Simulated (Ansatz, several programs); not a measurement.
BaHfO3 (Pm-3m) from a database structure, relaxed with PBE in Ansatz (plane waves, PAW): the symmetry is Pm-3m (No. 221, cubic); conventional cell a = 4.206 Å, 14.88 Å³ an atom. Ba has 12 O at 2.97 Å; Hf has 6 O at 2.10 Å; O has 2 Hf at 2.10 Å and 4 Ba at 2.97 Å. The cell was then scaled with its shape and fractional coordinates held. Calculated for a static, non-magnetic cell.

```
V (Å³/atom)  E (meV/atom)
     13.989         28.98
     14.882          0.00
     15.329          6.08
     15.775         23.32
```

**Question.** Pass a cubic E = c₀ + c₁u + c₂u² + c₃u³, with u = V − 14.994 Å³, through these points.

**Answer.** c₀ = 0.37, c₁ = +6.863, c₂ = 31.604, c₃ = -3.5353 (meV and Å³).

**Question.** Where is the minimum, and what bulk modulus follows?

**Answer.** dE/du = 0 at u = -0.107, so V₀ = 14.89 Å³. B = V₀ d²E/dV² = 14.89 × (2c₂ + 6c₃u) = 14.89 × 65.471 = 975 meV/Å³, and 1 meV/Å³ is 0.16022 GPa: 156 GPa. A third-order Birch-Murnaghan fit to all five points gives 14.88 Å³ and 155 GPa.

**Question.** Predict the energy and the pressure at the withheld volume, 14.436 Å³.

**Answer.** With u = -0.558: E ≈ 7.00 meV and P = −dE/dV ≈ +5.08 GPa. The run gives 6.84 meV and, from its stress, +5.06 GPa.
